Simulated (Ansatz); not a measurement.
# MgRe3 (Fm-3m): scan of the energy under strain from a Python script

What does a strain cost in MgRe3 (Fm-3m)? The task is a scan of the energy under strain, for MgRe3 (Fm-3m).

All numbers are computed with Ansatz 0.2.0, driven from Python. Level of theory: DFT PBE, plane waves, PAW.

## 1. The structure

Symmetry: Fm-3m, No. 225, cubic system. Conventional cell: a = 6.229 Å, b = 6.229 Å, c = 6.229 Å, α = 90.00°, β = 90.00°, γ = 90.00°. Around Mg (site symmetry m-3m) lie 8 Re at 2.70 Å. Around Re (site symmetry -43m) lie 4 Mg at 2.70 Å and 4 Re at 2.70 Å. Re (site symmetry m-3m) is surrounded by 8 Re at 2.70 Å.

The script holds or builds the structure itself.

## 2. Script

File mgre3_strain.py:

```python
'''Energy of MgRe3 under biaxial strain, ions carried with the cell.'''

import logging
import sys

import ansatz as az
import matplotlib.pyplot as plt
import numpy as np

logging.basicConfig(stream=sys.stdout, format='%(levelname)s:%(name)s:%(message)s')
log = logging.getLogger('ansatz_job')
log.setLevel(logging.INFO)

vectors0 = np.array([
    [0.0, 3.11453, 3.11453],
    [3.11453, 0.0, 3.11453],
    [3.11453, 3.11453, 0.0],
])
sites = [
    ('Mg', [0.0, 0.0, 0.0]),
    ('Re', [0.25, 0.25, 0.25]),
    ('Re', [0.5, 0.5, 0.5]),
    ('Re', [0.75, 0.75, 0.75]),
]


def make_crystal(cell):
    crystal = az.Crystal(lattice=az.Lattice.of(cell))
    for symbol, position in sites:
        crystal = crystal.atom(symbol, position)
    return crystal


def main() -> None:
    # clamped ions: the fractional positions stay as typed
    values = np.linspace(-0.02, 0.02, 5)
    energies = []
    for d in values:
        strain = np.diag([d, d, 0])
        cell = vectors0 @ (np.eye(3) + strain)
        base = make_crystal(cell).calculation()
        base = base.occupations('fermi_dirac', width=0.1)
        base = base.basis(520)
        base = base.kpoints(10, 10, 10)
        base = base.stress()
        rep = base.run(threads=1).report
        energies.append(rep['free_energy_ev'] / len(sites))
        s = rep['stress_gpa']
        log.info(f'd = {d:+.4f}  stress xx yy zz xy (GPa, compression positive): {s[0][0]:8.3f} {s[1][1]:8.3f} {s[2][2]:8.3f} {s[0][1]:8.3f}')
    energies = np.array(energies)

    for value, e in zip(values, energies):
        log.info(f'strain {value:7.3f}   E - Emin = {1000 * (e - energies.min()):9.3f} meV/atom')
    plt.figure(figsize=(4.5, 3))
    plt.plot(values, 1000 * (energies - energies.min()), 'o-')
    plt.xlabel('strain')
    plt.ylabel('meV/atom')
    plt.tight_layout()
    plt.savefig('strain.png', dpi=100)
    curvature = 2 * np.polyfit(values, energies, 3)[1]
    volume = abs(np.linalg.det(vectors0)) / len(sites)
    log.info(f'd2E/dd2 over the volume: {curvature / volume * 160.21766:.1f} GPa')


if __name__ == '__main__':
    main()
```

## 3. The calls as engine input

The package turns the script's settings into the engine's input (first run):

```yaml
crystal:
  lattice:
    - [0.0, 3.0522394, 3.11453]
    - [3.0522394, 0.0, 3.11453]
    - [3.0522394, 3.0522394, 0.0]
  atoms:
    - { symbol: Mg, position: [0.0, 0.0, 0.0] }
    - { symbol: Re, position: [0.25, 0.25, 0.25] }
    - { symbol: Re, position: [0.5, 0.5, 0.5] }
    - { symbol: Re, position: [0.75, 0.75, 0.75] }
basis:
  ecutwfc: 520.0
kpoints:
  mp_grid:
    grid: [10, 10, 10]
scf:
  occupations:
    method: fermi_dirac
    width: 0.1
output:
  stress: true
```

## 4. Launch

Started as:

```bash
$ python mgre3_strain.py
```

**Question.** How much energy does this biaxial strain cost, and what curvature follows?

As calculated:

```
                  quantity           value
curvature under the strain      1124.9 GPa
             runs compared               5
           range of energy  21.44 meV/atom
      lowest point, strain           0.000
```

In words: Against the unstrained cell the energy per atom changes by +20.97 meV at one end of the scan and +21.44 meV at the other, and its second derivative over the volume is 1124.9 GPa. Reading the output:
- The curvature belongs to this strain pattern and to the cell's stress; it equals a single elastic constant only for simple patterns.
- In a metal a curvature from energy changes of a few meV or less hangs on mesh and smearing, in size and even in sign.
- Spin-orbit coupling, which matters for elements this heavy, is left out.
- No functional is typed, so the default, PBE, holds.
- This cell is a computed structure, which may not be the phase found in nature.
- The ions keep their fractional positions (clamped ions).
